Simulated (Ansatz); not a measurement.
# VNiC6N6: the cost of one run

Program: Ansatz 0.2.0. Level of theory: DFT PBE, scalar-relativistic, plane waves, PAW. These are calculated values, not measurements.

**1. The system as given**

It takes space group Fm-3m (No. 225, cubic). The conventional cell has a = 10.189 Å, b = 10.189 Å, c = 10.189 Å, α = 90.00°, β = 90.00°, γ = 90.00°. Around V (site symmetry m-3m) lie 6 C at 1.92 Å. Ni (site symmetry m-3m) has 6 N at 2.01 Å in its first shell of neighbours. C (site symmetry 4mm) has 1 N at 1.17 Å and 1 V at 1.92 Å in its first shell of neighbours. N (site symmetry 4mm) has 1 C at 1.17 Å and 1 Ni at 2.01 Å in its first shell of neighbours.

Structure file:

```cif
data_structure
_symmetry_space_group_name_H-M 'Fm-3m'
_symmetry_Int_Tables_number 225
_cell_length_a 10.1890
_cell_length_b 10.1890
_cell_length_c 10.1890
_cell_angle_alpha 90.000
_cell_angle_beta 90.000
_cell_angle_gamma 90.000
_cell_volume 1057.78
loop_
_atom_site_label
_atom_site_type_symbol
_atom_site_symmetry_multiplicity
_atom_site_Wyckoff_symbol
_atom_site_fract_x
_atom_site_fract_y
_atom_site_fract_z
_atom_site_occupancy
V1 V 4 a 0.00000 0.00000 0.00000 1
Ni1 Ni 4 b 0.50000 0.00000 0.00000 1
C1 C 24 e 0.18814 0.00000 0.00000 1
N1 N 24 e 0.30297 0.00000 0.00000 1
```

Recipe of the guess: cyanide-bridged rock-salt net of two metals, 0 guest cations a cell (Fm-3m, No. 225). The dimensions are guesses.

**2. A first look at the guess**

Contents of input.yaml:

```yaml
crystal:
  lattice:
    - [0.0, 5.0945, 5.0945]
    - [5.0945, 0.0, 5.0945]
    - [5.0945, 5.0945, 0.0]
  atoms:
    - { symbol: V, position: [0.0, 0.0, 0.0], spin: 2.0 }
    - { symbol: Ni, position: [0.5, 0.5, 0.5], spin: 2.0 }
    - { symbol: C, position: [0.81185592, 0.18814408, 0.18814408] }
    - { symbol: C, position: [0.18814408, 0.81185592, 0.18814408] }
    - { symbol: C, position: [0.18814408, 0.18814408, 0.81185592] }
    - { symbol: C, position: [0.18814408, 0.81185592, 0.81185592] }
    - { symbol: C, position: [0.81185592, 0.18814408, 0.81185592] }
    - { symbol: C, position: [0.81185592, 0.81185592, 0.18814408] }
    - { symbol: "N", position: [0.6970262, 0.3029738, 0.3029738] }
    - { symbol: "N", position: [0.3029738, 0.6970262, 0.3029738] }
    - { symbol: "N", position: [0.3029738, 0.3029738, 0.6970262] }
    - { symbol: "N", position: [0.3029738, 0.6970262, 0.6970262] }
    - { symbol: "N", position: [0.6970262, 0.3029738, 0.6970262] }
    - { symbol: "N", position: [0.6970262, 0.6970262, 0.3029738] }
basis:
  ecutwfc: 420
kpoints:
  mp_grid: { grid: [4, 4, 4] }
hamiltonian:
  xc: pbe
scf:
  occupations: { method: gaussian, width: 0.1 }
  lower_state_search: "off"
output:
  forces: true
  stress: true
  eigenvalues: true
  populations: true
magnetization:
  spin_polarized: true
```

Started as:

```sh
$ ansatz run input.yaml --threads 1 --pin off --max-ram 2560MiB --backend cpu --events-out ev --progress --plain --runs-dir out
```

**Question.** How long does this run take on 1 thread of Intel Xeon 6975P-C (Granite Rapids), shared host, and how much memory does it need?

About 14 s, with a peak of 0.69 GiB.
